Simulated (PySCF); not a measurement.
# Accurate constants of SnO+, step by step

One table from this session's results is given with a row withheld; the runs are named, their logs left out.

Method: CCSD(T) on ROHF, scalar-relativistic core potentials; program: PySCF 2.14.0.

The first run:

```yaml
molecule: SnO+
state: doublet, unpaired electrons π ↑
smaller_basis: Sn cc-pwCVDZ-PP with ECP28, O aug-cc-pVDZ
larger_basis: Sn cc-pwCVTZ-PP with ECP28, O aug-cc-pVTZ
frozen_core_orbitals: 5
extrapolation: correlation as n⁻³ (n = 2, 3), Hartree–Fock as (n+1)·exp(−9√n)
corrections: none
distances_Å: 1.7520, 1.8316, 1.9113, 1.9909, 2.0705, 2.1701, 2.2696
masses_u: 119.9022, 15.9949
dissociation_limit: Sn+ + O
```

The run is started by

```
OMP_NUM_THREADS=4 python comp.py task.json out
```

One of the session's tables, all rows but one given; the rest of the session is left out.

Parts of the energy along the bond, in eV from Sn+ + O:

| R (Å) | HF/CBS | CCSD corr. | (T) |
| --- | --- | --- | --- |
| 1.7520 | -0.857 | -1.473 | -0.1669 |
| 1.8316 | -1.306 | -1.489 | -0.1820 |
| 1.9113 | -1.481 | -1.514 | -0.1990 |
| 1.9909 | ? | ? | ? |
| 2.0705 | -1.322 | -1.580 | -0.2372 |
| 2.1701 | -1.026 | -1.628 | -0.2635 |
| 2.2696 | -0.653 | -1.678 | -0.2911 |

Q: Estimate the row for R (Å) = 1.9909 from the others.

Worked estimate for «HF/CBS». A straight line through the neighbours (1.9113, -1.481) and (2.0705, -1.322) gives -1.481 + (-1.322 + 1.481) × (1.9909 − 1.9113) / (2.0705 − 1.9113) = -1.402; a parabola fitted to 4 rows on both sides gives -1.463.

As computed: HF/CBS: -1.466; CCSD corr.: -1.545; (T): -0.2175. In «HF/CBS» the line misses by +0.064 and the parabola by +0.003.

To keep in mind: Spin–orbit coupling, core–valence correlation and excitations beyond (T) are left out. An extrapolation from double and triple zeta is rough, so this isn't yet the limit.
